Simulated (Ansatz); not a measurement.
# CaMn2Bi2: the cost of one run

Method: DFT r2SCAN, scalar-relativistic, plane waves, PAW, in Ansatz 0.2.0.

## 1. The system as given

The structure is monoclinic, space group P2_1/m (No. 11). Conventional cell: a = 7.212 Å, b = 4.060 Å, c = 7.260 Å, α = 90.00°, β = 94.85°, γ = 90.00°. Around Bi (site symmetry m) lie 5 Mn at 2.69 to 2.89 Å and 3 Ca at 2.97 to 3.00 Å. Bi (site symmetry m) is surrounded by 4 Mn at 2.67 to 2.73 Å. Around Mn (site symmetry m) lie 4 Bi at 2.67 to 2.70 Å and 5 Mn at 2.69 to 2.84 Å. Mn (site symmetry m) is surrounded by 3 Mn at 2.69 to 2.84 Å and 5 Bi at 2.73 to 2.89 Å. Ca (site symmetry m) is surrounded by 6 Bi at 2.97 to 3.15 Å.

Coordinates:

```
CELL_PARAMETERS angstrom
7.21200 0.00000 0.00000
0.00000 4.06000 0.00000
-0.61381 0.00000 7.23401
ATOMIC_POSITIONS crystal
Bi 0.75400 0.25000 0.13300
Bi 0.24600 0.75000 0.86700
Bi 0.23300 0.25000 0.42000
Bi 0.76700 0.75000 0.58000
Mn 0.11500 0.25000 0.06200
Mn 0.88500 0.75000 0.93800
Mn 0.00100 0.25000 0.69900
Mn 0.99900 0.75000 0.30100
Ca 0.52300 0.25000 0.77000
Ca 0.47700 0.75000 0.23000
```

## 2. Relaxing cell and atoms: CaMn2Bi2, moments +−+−, 4 GPa

Input file input.yaml:

```yaml
crystal:
  lattice:
    - [7.212, 0.0, 0.0]
    - [0.0, 4.06, 0.0]
    - [-0.613814236, 0.0, 7.2340052588]
  atoms:
    - { symbol: Bi, position: [0.754, 0.25, 0.133] }
    - { symbol: Bi, position: [0.246, 0.75, 0.867] }
    - { symbol: Bi, position: [0.233, 0.25, 0.42] }
    - { symbol: Bi, position: [0.767, 0.75, 0.58] }
    - { symbol: Mn, position: [0.115, 0.25, 0.062], spin: 3.5 }
    - { symbol: Mn, position: [0.885, 0.75, 0.938], spin: -3.5 }
    - { symbol: Mn, position: [0.001, 0.25, 0.699], spin: 3.5 }
    - { symbol: Mn, position: [0.999, 0.75, 0.301], spin: -3.5 }
    - { symbol: Ca, position: [0.523, 0.25, 0.77] }
    - { symbol: Ca, position: [0.477, 0.75, 0.23] }
magnetization:
  spin_polarized: true
scf:
  occupations: { method: gaussian, width: 0.03 }
output:
  forces: true
  stress: true
  eigenvalues: true
  populations: true
hamiltonian:
  xc: r2scan
kpoints:
  mp_grid: { grid: [6, 10, 6] }
relax:
  f_tol: 0.01
  max_steps: 70
  cell: { stress_tol: 0.05, p_target: 4 }
```

Started as:

```bash
> ansatz run input.yaml --threads 16 --pin off --max-ram 16384MiB --backend cpu --events-out ev --progress --plain --runs-dir out
```

Q: Estimate wall time and peak memory on 16 threads of Arm Neoverse N1, shared host.

About 36 min, with a peak of 6.1 GiB.
